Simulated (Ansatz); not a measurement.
# SnH3Br + HF: a complex and its separated parts

The complex below is one end of an elementary step. How strongly is it bound against its free parts?

Program: Ansatz 0.2.0, Gaussian basis. Level of theory: PBE0-D4/def2-TZVP structures, single points in def2-TZVPP, no counterpoise correction. These are calculated values, not measurements.

Levels: SPW92, PBE-D4, BLYP-D4, r2SCAN-D4, B97M-V, PBE0-D4, B3LYP-D4, r2SCAN0-D4, BHLYP-D4, CAM-B3LYP-D4, wB97X-V, wB97M-V, B2PLYP, PBE-QIDH, RPA on PBE, Hartree-Fock, MP2, CCSD, CCSD(T).

Cores are frozen in the correlated methods. Filled d shells of the heavier atoms are correlated. Core potentials replace the inner electrons past krypton, and spin-orbit coupling is left out. B3LYP uses VWN-RPA correlation. B2PLYP carries no dispersion term here.

90 further runs of the same task are left out: 2 that didn't finish, 88 set aside as unsound or not needed.

### Step 1. Where the work starts

The complex: 7 atoms, charge 0, spin multiplicity 1.

Atoms are counted from 1 here; the program's logs count them from 0.

Bond lengths: Sn1–H3 1.694 Å, Sn1–H4 1.698 Å, Sn1–H5 1.698 Å, Sn1–Br7 2.510 Å, F2–H6 0.931 Å. Angles: H3–Sn1–H4 113.9°, H3–Sn1–H5 113.9°, H3–Sn1–Br7 105.5°, H4–Sn1–H5 112.8°, H4–Sn1–Br7 104.8°, H5–Sn1–Br7 104.9°.

As a file:

```mol
BrFH4Sn
  3D, bonds by distance, orders not assigned

  7  5  0  0  0  0  0  0  0  0999 V2000
   -1.0822   -0.2887    0.2272 Sn  0  0
    2.6701   -0.1302   -0.7386 F   0  0
   -0.0322   -1.4916   -0.3377 H   0  0
   -2.3579    0.0643   -0.8364 H   0  0
   -1.6056   -0.5285    1.8246 H   0  0
    2.1197    0.5620   -0.4463 H   0  0
    0.2882    1.8128    0.3072 Br  0  0
  1  3  8  0
  1  4  8  0
  1  5  8  0
  1  7  8  0
  2  6  8  0
M  END
```

Its parts: SnH3Br holds atoms 1, 3, 4, 5, 7; HF holds atoms 2, 6. Each part counts its atoms afresh in its own runs.

### Step 2. Relaxing SnH3Br alone

The input, relax-a/in.yaml:

```yaml
crystal:
  periodic: [false, false, false]
  atoms:
    - {symbol: Sn, position_ang: [-1.082201, -0.288676, 0.227200]}
    - {symbol: H, position_ang: [-0.032240, -1.491643, -0.337719]}
    - {symbol: H, position_ang: [-2.357883, 0.064324, -0.836395]}
    - {symbol: H, position_ang: [-1.605604, -0.528527, 1.824576]}
    - {symbol: Br, position_ang: [0.288187, 1.812771, 0.307191]}
basis:
  gaussian: {orbitals: def2-TZVP}
hamiltonian: {xc: pbe0, dispersion: d4}
relax: {f_tol: 0.005, max_steps: 200}
```

Started as:

```
ansatz run in.yaml --threads 4 --pin off --events-out ev --progress --plain --max-ram 9574MiB
```

The runs that follow: Relaxing HF alone; SPW92/def2-TZVPP; PBE-D4/def2-TZVPP; BLYP-D4/def2-TZVPP; r2SCAN-D4/def2-TZVPP; B97M-V/def2-TZVPP; PBE0-D4/def2-TZVPP; B3LYP-D4/def2-TZVPP; r2SCAN0-D4/def2-TZVPP; BHLYP-D4/def2-TZVPP; CAM-B3LYP-D4/def2-TZVPP; wB97X-V/def2-TZVPP; wB97M-V/def2-TZVPP; B2PLYP/def2-TZVPP; PBE-QIDH/def2-TZVPP; RPA on PBE/def2-TZVPP; CCSD(T)/def2-TZVPP; Vibrations of SnH3Br; Vibrations of HF.

Q: Predict the outcome of this session. Wanted: complex less parts, CCSD(T)/def2-TZVPP; with zero-point energy; largest T1 diagnostic.

The runs gave:

```
                              quantity         value
complex less parts, CCSD(T)/def2-TZVPP  -17.9 kJ/mol
                with zero-point energy  -13.1 kJ/mol
                 largest T1 diagnostic         0.010
```

In words: At CCSD(T) the complex lies 17.9 kJ/mol below its parts. B2PLYP is the best functional here (0.0 kJ/mol from CCSD(T)); SPW92 is the worst (-16.9 kJ/mol). Mean unsigned error by rung: LDA 16.9, GGA 6.6, meta-GGA 3.0, hybrid 3.5, range-separated hybrid 3.6, double hybrid 0.3 kJ/mol. PBE-D4 gives a relative energy 7.5 kJ/mol too low, outside chemical accuracy (1 kcal/mol, 4.2 kJ/mol). The complex's frequency run has imaginary modes: the structure is no minimum, so both the energy and the zero-point correction are in doubt. No counterpoise was applied, and triple zeta lacks some correlation, so the CCSD(T) reference has a basis error of its own, and close matches with it are partly luck.
